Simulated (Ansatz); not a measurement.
# NaLa, space group P-6m2: a check of PAW against all-electron LAPW

With Ansatz 0.2.0 through its Python package.

The cells in order, each with its output:

**Cell 1**
```python
import ansatz as az
import numpy as np
from pymatgen.core import Lattice, Structure
from pymatgen.io.ase import AseAtomsAdaptor
```

**Cell 2**
```python
def count_gap(report):
    # lowest empty less highest filled band, counting bands; zero where they overlap
    return max(report.get("gap_by_band_count_ev") or 0.0, 0.0)
```

**Cell 3**
```python
pmg_structure = Structure(
    Lattice([[3.60625, 0.0, 0.0], [-1.80313, 3.1231, 0.0], [0.0, 0.0, 6.48378]]),
    ["Na", "La"],
    [
        [0.0, 0.0, 0.0],
        [1 / 3, 2 / 3, 0.5],
    ],
)
system = az.Crystal.from_ase(AseAtomsAdaptor.get_atoms(pmg_structure))
```

**Cell 4**
```python
job = system.calculation()
job = job.occupations("Fermi-Dirac", width=0.15)
job = job.kpoints(length=26)
job = job.functional("pbesol")
job = job.stress().forces()
job = job.band_table()
variants = {
    "PAW": job.pseudopotentials("paw"),
    "LAPW": job.pseudopotentials("all_electron", lapw=True),
}
# totals differ by the cores that each treatment holds, so compare what does not depend on them
rows = []
for label, variant in variants.items():
    data = variant.run().report
    levels = np.array(data["eigenvalues_ev"][0]) - data["fermi_energy_ev"]
    print(label, "levels at the first k-point near E_F:", np.round(levels[np.abs(levels) < 5], 3))
    rows.append((label, data["n_electrons"], np.trace(data["stress_gpa"]) / 3, count_gap(data)))
print("     treatment  electrons in bands           P GPa  gap by band count eV")
for row in rows:
    print(f"{str(row[0]):>14s}  {row[1]:18.1f}  {row[2]:14.3f}  {row[3]:20.3f}")
```
Output:
```text
DeckWarning: basis.ecutwfc = 420 eV, auto-derived from the records' recommended cutoffs: set by Na (normal level)
PAW levels at the first k-point near E_F: [-3.252 -1.205  0.809  1.108  1.645  1.656]
LAPW levels at the first k-point near E_F: [-3.253 -1.207  0.813  1.129  1.666  1.682  1.682  1.771  1.771  1.884
  1.884  2.152]
     treatment  electrons in bands           P GPa  gap by band count eV
           PAW                20.0          -1.133                 0.000
          LAPW                36.0          -1.123                 0.000
```

PAW gives -1.133 GPa and LAPW -1.123 GPa, 0.010 GPa apart. They took 2.7 and 15.6 s of processor time.

Reading the output:
- The computed bands are complete only to about 1.4 eV above the Fermi level.
- The mesh is modest for a metal, so energies can be off by several to tens of meV an atom and pressures by half a GPa or more; differences at equal mesh fare better.
- The smearing is wide enough that free energy and stress hold a thermal part of the electrons.
- A gap by band count of zero or less means overlapping bands, a metal.
- The structure comes from a database of computed cells and needn't be a stable or known phase.
- Levels are Kohn-Sham eigenvalues on this mesh, without spin-orbit coupling.
- Warnings are shown shortened and without file and line.
- Pressure is positive in compression; the treatments may keep other shells as core, so totals and counts of electrons can differ.
- Run time: 19 s on 1 thread of Arm Neoverse V2, with other jobs on the host, peak memory 0.49 GiB.
